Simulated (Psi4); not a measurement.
# CH4AlClO (SMILES C[O][AlH][Cl]): CCSD/6-31G(d) (spherical functions)

Aim: the vertical singlet–triplet gap of CH4AlClO at CCSD/6-31G* (spherical functions), from 2 runs. 

The results are computed with Psi4 1.11.

13 further runs of the same task are left out: 12 that didn't finish, 1 set aside as unsound or not needed.

**1. The molecule**

The species is CH4AlClO (8 atoms), meant as a singlet with charge 0. SMILES: `C[O][AlH][Cl]`. Geometry: relaxed at PBE0-D4/def2-TZVP. This is one conformer, not always the lowest.

Bond lengths: C1–O2 1.400 Å, O2–Al3 1.672 Å, Al3–Cl4 2.097 Å, C1–H5 1.094 Å, C1–H6 1.096 Å, C1–H7 1.094 Å, Al3–H8 1.563 Å. Angles: C1–O2–Al3 136.5°, O2–Al3–Cl4 118.9°, O2–C1–H5 109.9°, O2–C1–H6 112.3°, O2–C1–H7 109.8°, O2–Al3–H8 119.8°, Cl4–Al3–H8 121.3°, H5–C1–H6 108.3°, H5–C1–H7 108.0°, H6–C1–H7 108.3°.

**2. A single-point energy at CCSD/6-31G(d) (spherical functions)**

job.inp

```
memory 2200 mb

molecule {
  0 1
  C      0.132200     1.250600     0.263000
  O      0.645300     0.052000    -0.246000
  Al     0.103400    -1.519700    -0.426600
  Cl    -1.829000    -2.007800     0.224400
  H      0.118400     2.012400    -0.522500
  H     -0.886500     1.136200     0.650000
  H      0.770200     1.612600     1.075000
  H      1.038000    -2.593300    -1.072900
  units angstrom
  symmetry c1
  no_reorient
  no_com
}

set {
  basis 6-31G*
  puream true
  e_convergence 1e-09
  d_convergence 1e-08
  scf_type pk
  num_frozen_docc 12
}

E, wfn = energy("ccsd", return_wfn=True)
```

On the command line:

```sh
psi4 -i job.inp -o job.out -n 1
```

job.out (excerpt; [...] marks lines left out):

```text
[...]
  Running in c1 symmetry.
[...]
  Nuclear repulsion =  196.040773346777712
[...]
  Multiplicity = 1
[...]
  Nalpha       = 24
  Nbeta        = 24
[...]
    Number of basis functions: 72
[...]
   @RHF iter   1:  -816.46349635526371   -9.06731e-01   6.07429e-03 ADIIS/DIIS
[...]
   @RHF iter  11:  -816.55339231255857   -3.06954e-12   5.41955e-09 DIIS
[...]
    Orbital Energies [Eh]
    ---------------------
    Doubly Occupied:
       1A   -104.799427     2A    -58.502430     3A    -20.550015
       4A    -11.277078     5A    -10.540653     6A     -8.008410
       7A     -8.006691     8A     -8.006482     9A     -4.926740
      10A     -3.242202    11A     -3.240952    12A     -3.238898
      13A     -1.335327    14A     -1.077407    15A     -0.923311
      16A     -0.663248    17A     -0.625128    18A     -0.620125
      19A     -0.552393    20A     -0.487242    21A     -0.471840
      22A     -0.459461    23A     -0.453756    24A     -0.450248
[...]
  @RHF Final Energy:  -816.55339231255857
   => Energetics <=
    Nuclear Repulsion Energy =            196.0407733467777120
    One-Electron Energy =               -1520.2693995672943856
    Two-Electron Energy =                 507.6752339079579883
    Total Energy =                       -816.5533923125585716
[...]
 Multipole Moments:
 ------------------------------------------------------------------------------------
     Multipole            Electronic (a.u.)      Nuclear  (a.u.)        Total (a.u.)
 ------------------------------------------------------------------------------------
 L = 1.  Multiply by 2.5417464519 to convert [e a0] to [Debye]
 Dipole X            :         43.2699393          -42.9971275            0.2728118
 Dipole Y            :         83.1902626          -82.7722720            0.4179907
 Dipole Z            :          3.7596780           -3.7632006           -0.0035226
 Magnitude           :                                                    0.4991542
[...]
      * MP2 total energy                      = -817.034715023018521
[...]
      * CCSD total energy                     = -817.071933371965656
[...]
```

Wall time 15 s (1 thread of AMD EPYC 7R43 (Zen 3), shared host); peak memory 0.36 GiB.

**3. The triplet at the same level**

job.json

```json
{
  "schema_name": "qcschema_input",
  "schema_version": 1,
  "molecule": {
    "schema_name": "qcschema_molecule",
    "schema_version": 2,
    "symbols": ["C", "O", "Al", "Cl", "H", "H", "H", "H"],
    "geometry": [0.24982179, 2.36329149, 0.49699797, 1.21944027, 0.09826576, -0.46487263, 0.19539768, -2.87181679, -0.80615716, -3.45630908, -3.79419211, 0.42405454, 0.22374357, 3.80288485, -0.9873819, -1.67524221, 2.14710682, 1.22832198, 1.45546706, 3.04737235, 2.03145558, 1.96153572, -4.90062676, -2.02748716],
    "molecular_charge": 0,
    "molecular_multiplicity": 3,
    "fix_symmetry": "c1"
  },
  "driver": "energy",
  "model": {
    "method": "ccsd",
    "basis": "6-31G*"
  },
  "keywords": {
    "reference": "uhf",
    "puream": true,
    "e_convergence": 1e-09,
    "d_convergence": 1e-08,
    "scf_type": "pk",
    "num_frozen_docc": 12,
    "maxiter": 100
  }
}
```

On the command line:

```sh
psi4 --qcschema job.json -n 1 --memory 2200MB
```

stdout (excerpt; [...] marks lines left out):

```text
[...]
  Running in c1 symmetry.
[...]
  Nuclear repulsion =  196.040773544781558
[...]
  Multiplicity = 3
[...]
  Nalpha       = 25
  Nbeta        = 23
[...]
    Number of basis functions: 72
[...]
   @UHF iter   1:  -816.16946822098851   -6.12703e-01   6.41267e-03 ADIIS/DIIS
[...]
   @UHF iter  18:  -816.29091512325988   -7.16227e-12   9.12260e-09 DIIS
[...]
   @S^2 Observed:                2.003621592E+00
[...]
    Orbital Energies [Eh]
    ---------------------
    Alpha Occupied:
       1A   -104.801590     2A    -58.518013     3A    -20.527319
       4A    -11.264810     5A    -10.541462     6A     -8.010103
       7A     -8.007837     8A     -8.007230     9A     -4.946233
      10A     -3.265090    11A     -3.264392    12A     -3.258100
      13A     -1.318653    14A     -1.076615    15A     -0.909178
      16A     -0.780468    17A     -0.638035    18A     -0.615485
      19A     -0.601095    20A     -0.532083    21A     -0.476426
      22A     -0.466023    23A     -0.448338    24A     -0.442964
      25A     -0.183071
    Alpha Virtual:
[...]
  @UHF Final Energy:  -816.29091512325988
   => Energetics <=
    Nuclear Repulsion Energy =            196.0407735447815583
    One-Electron Energy =               -1519.9739840465697398
    Two-Electron Energy =                 507.6422953785282743
    Total Energy =                       -816.2909151232598788
  UHF NO Occupations:
  HONO-2 :   23  A 1.9991726
  HONO-1 :   24  A 1.0000000
[...]
 Multipole Moments:
 ------------------------------------------------------------------------------------
     Multipole            Electronic (a.u.)      Nuclear  (a.u.)        Total (a.u.)
 ------------------------------------------------------------------------------------
 L = 1.  Multiply by 2.5417464519 to convert [e a0] to [Debye]
 Dipole X            :         -2.5479285            3.5374040            0.9894754
 Dipole Y            :         -7.8258601            7.1758341           -0.6500260
 Dipole Z            :         -0.9593625            0.3982387           -0.5611238
 Magnitude           :                                                    1.3101356
[...]
      * MP2 total energy                      = -816.765324191442119
[...]
      * CCSD total energy                     = -816.804387118070622
[...]
```

The result, in JSON:

```text
{
 "driver": "energy",
 "model": {
  "method": "ccsd",
  "basis": "6-31G*"
 },
 "success": true,
 "return_result": -816.8043871180706,
 "properties": {
  "calcinfo_nbasis": 72,
  "calcinfo_nmo": 72,
  "calcinfo_nalpha": 25,
  "calcinfo_nbeta": 23,
  "calcinfo_natom": 8,
  "nuclear_repulsion_energy": 196.04077354478156,
  "return_energy": -816.8043871180706,
  "scf_one_electron_energy": -1519.9739840465697,
  "scf_two_electron_energy": 507.6422953785283,
  "scf_dipole_moment": [0.9894754260081919, -0.6500259951229044, -0.561123750563655],
  "scf_total_energy": -816.2909151232599,
  "scf_iterations": 18,
  "mp2_same_spin_correlation_energy": -0.1240427889468704,
  "mp2_opposite_spin_correlation_energy": -0.3503662792322778,
  "mp2_singles_energy": -2.1295004117781868e-27,
  "mp2_doubles_energy": -0.4744090681791482,
  "mp2_correlation_energy": -0.4744090681791482,
  "mp2_total_energy": -816.7653241914421,
  "ccsd_same_spin_correlation_energy": -0.11486662589062471,
  "ccsd_opposite_spin_correlation_energy": -0.39860536891708714,
  "ccsd_singles_energy": -2.263166658462097e-16,
  "ccsd_doubles_energy": -0.5134719948077119,
  "ccsd_correlation_energy": -0.5134719948077121,
  "ccsd_total_energy": -816.8043871180706,
  "ccsd_iterations": 57
 }
}
```

Wall time 66 s (1 thread of AMD EPYC 7R43 (Zen 3), shared host); peak memory 0.37 GiB.

**4. What came out**

Level: CCSD/6-31G* (spherical functions), 12 core orbitals frozen.

| quantity | value |
| --- | --- |
| singlet: total energy | -817.07193 Eh |
| singlet: HOMO energy (Hartree–Fock orbitals) | -12.25 eV |
| singlet: LUMO energy (Hartree–Fock orbitals) | 1.97 eV |
| singlet: HOMO–LUMO gap (Hartree–Fock orbitals) | 14.22 eV |
| singlet: correlation energy (12 core orbitals frozen) | -518.5 mEh |
| singlet: T1 diagnostic | 0.013 |
| triplet: total energy | -816.80439 Eh |
| triplet: HOMO energy (Hartree–Fock orbitals) (highest over α and β) | -4.98 eV |
| triplet: LUMO energy (Hartree–Fock orbitals) (lowest over α and β) | -4.02 eV |
| triplet: correlation energy (12 core orbitals frozen) | -513.5 mEh |
| triplet: ⟨S²⟩ of the reference determinant | 2.004 |
| triplet: T1 diagnostic | 0.084 |
| vertical energy of the triplet above the singlet | 7.280 eV |

In words: At this shape the triplet lies 7.28 eV (702 kJ/mol) above the singlet. The T1 diagnostic (triplet) of 0.084 is above the customary mark for such species, so a single reference may not serve.
